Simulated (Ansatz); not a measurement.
**H4OS2Si: basis-set convergence**

An exercise on one series of results from a longer session: the logs are not shown, and one member is left open.

Method: one geometry, several basis sets; program: Ansatz 0.2.0, Gaussian basis.

Plan: PBE0-D4/def2-SVP; ωB97M-V/def2-SVP; PBE0-D4/def2-QZVPP; ωB97M-V/def2-QZVPP; the functionals' def2-TZVPP values are taken from earlier runs.

## The geometry

All runs share one geometry, relaxed beforehand with PBE0-D4 in a triple-zeta def2 set.

SMILES `O[SiH2]SS`, 8 atoms, charge 0, spin multiplicity 1.

Atoms are counted from 1 here; the program's logs count them from 0.

Bond lengths: O1–Si2 1.637 Å, O1–H5 0.960 Å, Si2–S3 2.146 Å, Si2–H6 1.484 Å, Si2–H7 1.480 Å, S3–S4 2.068 Å, S4–H8 1.347 Å. Angles: Si2–O1–H5 116.1°, O1–Si2–S3 112.9°, O1–Si2–H6 111.0°, O1–Si2–H7 107.0°, S3–Si2–H6 107.0°, S3–Si2–H7 106.6°, H6–Si2–H7 112.3°, Si2–S3–S4 95.0°, S3–S4–H8 98.4°.

Coordinates:

```xyz
8

O     0.2677    1.1428   -1.3420
Si    0.9285    0.2840   -0.1154
S     0.1550   -1.7137    0.0182
S    -1.8115   -1.1283    0.2762
H    -0.6815    1.2799   -1.2990
H     0.6692    0.9368    1.1923
H     2.3747    0.1590   -0.4047
H    -1.8100   -1.0175    1.6184
```

Set-up of the first run:

File in.yaml:

```yaml
crystal:
  periodic: [false, false, false]
  atoms:
    - {symbol: O, position_ang: [0.267652, 1.142810, -1.342020]}
    - {symbol: Si, position_ang: [0.928533, 0.283952, -0.115359]}
    - {symbol: S, position_ang: [0.155007, -1.713712, 0.018196]}
    - {symbol: S, position_ang: [-1.811544, -1.128349, 0.276234]}
    - {symbol: H, position_ang: [-0.681502, 1.279909, -1.299022]}
    - {symbol: H, position_ang: [0.669238, 0.936790, 1.192346]}
    - {symbol: H, position_ang: [2.374726, 0.159034, -0.404676]}
    - {symbol: H, position_ang: [-1.810010, -1.017533, 1.618400]}
basis:
  gaussian: {orbitals: def2-SVP}
hamiltonian: {xc: pbe0, dispersion: d4}
output: {orbitals: {seedname: orbitals}}
```

Among the steps run: PBE0-D4 in def2-SVP; ωB97M-V in def2-SVP; PBE0-D4 in def2-QZVPP; ωB97M-V in def2-QZVPP.

One of the session's tables, all rows but one given; the rest of the session is left out.

It belongs to the step «Functionals by basis». 

```
functional       basis  HOMO (eV)
   PBE0-D4    def2-SVP      -7.36
   PBE0-D4  def2-TZVPP      -7.41
   PBE0-D4  def2-QZVPP      -7.44
   ωB97M-V    def2-SVP      -9.45
   ωB97M-V  def2-TZVPP      -9.54
   ωB97M-V  def2-QZVPP          ?
```

Q: Estimate the row for ωB97M-V, def2-QZVPP from the others.

The run gave: HOMO (eV): -9.58. In the column «HOMO (eV)» it is the lowest.
